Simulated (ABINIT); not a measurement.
Crystal: Li2RuN2.

```
CELL_PARAMETERS angstrom
3.16423 0.00000 0.00000
-1.58212 2.74031 0.00000
0.00000 0.00000 5.21145
ATOMIC_POSITIONS crystal
Ru 0.00000 0.00000 0.00000
N 0.33333 0.66667 0.21301
N 0.66667 0.33333 0.78699
Li 0.33333 0.66667 0.63982
Li 0.66667 0.33333 0.36018
```

The cell comes from a database or a generator and needn't be the stable form of this composition.

- Program: ABINIT 10.8.3 (patched build)
- Task: single point
- Functional: PBE
- Potentials or basis: JTH PAW PBE v2.0
- Cutoff: 707 eV
- k mesh: 10 × 10 × 5
- Occupations: fermi-dirac, width 0.05 eV
- Spin: no spin polarisation

On this cell: pressure -2.9 GPa; largest force 0.222 eV/Å; band gap on the k mesh none (metal or under the smearing width).

The same run follows on a disturbed copy (atoms moved at random, drawn with an rms of 0.05 Å):

```
CELL_PARAMETERS angstrom
3.16423 0.00000 0.00000
-1.58212 2.74031 0.00000
0.00000 0.00000 5.21145
ATOMIC_POSITIONS crystal
Ru 0.99816 0.99147 0.00154
N 0.32071 0.65812 0.21437
N 0.64709 0.30356 0.79187
Li 0.34231 0.67370 0.64077
Li 0.67432 0.34285 0.35366
```

Question: What changes?

Answer: The energy (extrapolated to zero smearing) moves by +8.5 meV/atom; pressure -1.5 GPa; largest force 0.744 eV/Å; band gap on the k mesh none (metal or under the smearing width).

Forces on the atoms (eV/Å):
```
Ru  -0.306 -0.199 -0.117
N    0.340  0.180 -0.183
N    0.216  0.697  0.142
Li  -0.091 -0.421 -0.016
Li  -0.159 -0.257  0.174
```

Stress tensor (GPa, compression positive):
```
-1.47  0.04 -0.19
 0.04 -2.31 -0.41
-0.19 -0.41 -0.75
```
